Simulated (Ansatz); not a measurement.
**InH₂+ (triplet): from Hartree-Fock to the top rungs at distance In1–H2 = 1.966 Å, def2-TZVPP**

How much of the correlation energy of InH₂+ (triplet) does each wave-function method recover here?

Computed with Ansatz 0.2.0, Gaussian basis. Level: def2-TZVPP, core rule «outside noble gas», up to 9 orbitals frozen.

Plan: UHF; CCSD(T) on ROHF; CCSD(T) on UHF; BCCD(T) on ROHF; CCSDT(Q) on ROHF; CCSDT(Q) on UHF; CASSCF and NEVPT2, 4 electrons in 4 orbitals; CASSCF and MRCISD+Q, 4 electrons in 6 orbitals; CASSCF and NEVPT2, 4 electrons in 6 orbitals; Full CI.

21 further runs of the same task are left out: 15 that didn't finish, 6 set aside as unsound or not needed.

**1. What is computed**

The geometry derives from a PBE0/def2-TZVP stationary point (not a proven minimum). One bond is set to the value named and the two fragments are kept rigid. No spin-orbit coupling is included. Elements past krypton take def2 core potentials.

3 atoms, charge 1, spin multiplicity 3.

Atoms are counted from 1 here; the program's logs count them from 0.

Bond lengths: In1–H2 1.966 Å, In1–H3 1.966 Å. Angles: H2–In1–H3 71.1°.

**2. UHF**

in.yaml

```yaml
crystal:
  periodic: [false, false, false]
  atoms:
    - {symbol: In, position_ang: [0.000000, 0.000000, -0.027604]}
    - {symbol: H, position_ang: [0.000000, 1.143293, 1.572214]}
    - {symbol: H, position_ang: [0.000000, -1.143293, 1.572214]}
basis:
  gaussian: {orbitals: def2-TZVPP}
total_charge: 1
magnetization: {spin_polarized: true, initial_magnetization: 2}
hamiltonian: {xc: hf}
output: {orbitals: {seedname: orbitals}}
```

Command:

```bash
> ansatz run in.yaml --threads 1 --pin off --events-out ev --progress --plain --max-ram 2393MiB
```

After this run come: CCSD(T) on ROHF; CCSD(T) on UHF; BCCD(T) on ROHF; CCSDT(Q) on ROHF; CCSDT(Q) on UHF; CASSCF and NEVPT2, 4 electrons in 4 orbitals; CASSCF and MRCISD+Q, 4 electrons in 6 orbitals; CASSCF and NEVPT2, 4 electrons in 6 orbitals; Full CI.

Q: Predict the results of all the runs planned. Wanted: FCI below the RHF energy; RMP2 from FCI; UMP2 from FCI; RCCSD from FCI; RCCSD(T) from FCI; UCCSD(T) from FCI; RCCSDT(Q) from FCI; UCCSDT(Q) from FCI; NEVPT2 pair from FCI.

The runs gave:

| quantity | value |
| --- | --- |
| FCI below the RHF energy | -1.7866 eV |
| RMP2 from FCI | +431.1 meV |
| UMP2 from FCI | +434.2 meV |
| RCCSD from FCI | +37.4 meV |
| RCCSD(T) from FCI | +8.6 meV |
| UCCSD(T) from FCI | -15.0 meV |
| RCCSDT(Q) from FCI | -1.1 meV |
| UCCSDT(Q) from FCI | -24.5 meV |
| NEVPT2 pair from FCI | +380.4 meV |
| NEVPT2 valence from FCI | +162.8 meV |
| MRCISD+Q valence from FCI | +3.1 meV |
| levels within 1 kcal/mol (43 meV) | RCCSD, UCCSD, RCCSD(T), UCCSD(T), BCCD(T), RCCSDT, UCCSDT, RCCSDT(Q), UCCSDT(Q), MRCISD valence, MRCISD+Q valence |
| T1 diagnostic | 0.050 |
| effectively unpaired electrons | 2.03 |

In words: RCCSD(T) misses by +8.6 meV, 0.5 % of the correlation energy. CCSD(T) misses by +8.6 meV on the restricted determinant and by -15.0 meV on the unrestricted one; the two need not hold the same state or core. UCCSD(T), UCCSDT, UCCSDT(Q) fall below full CI: unrestricted runs freeze a spin-polarised core, another one than full CI's, and coupled cluster isn't variational. The occupations are near whole numbers, but T1 = 0.050 shows that the orbitals relax strongly. Of the multireference levels listed MRCISD+Q valence comes nearest in total energy (+3.1 meV), which doesn't show that its space is the better one. These misses are within one basis, not against nature; the frozen cores of restricted and unrestricted runs differ, which can shift their rows.
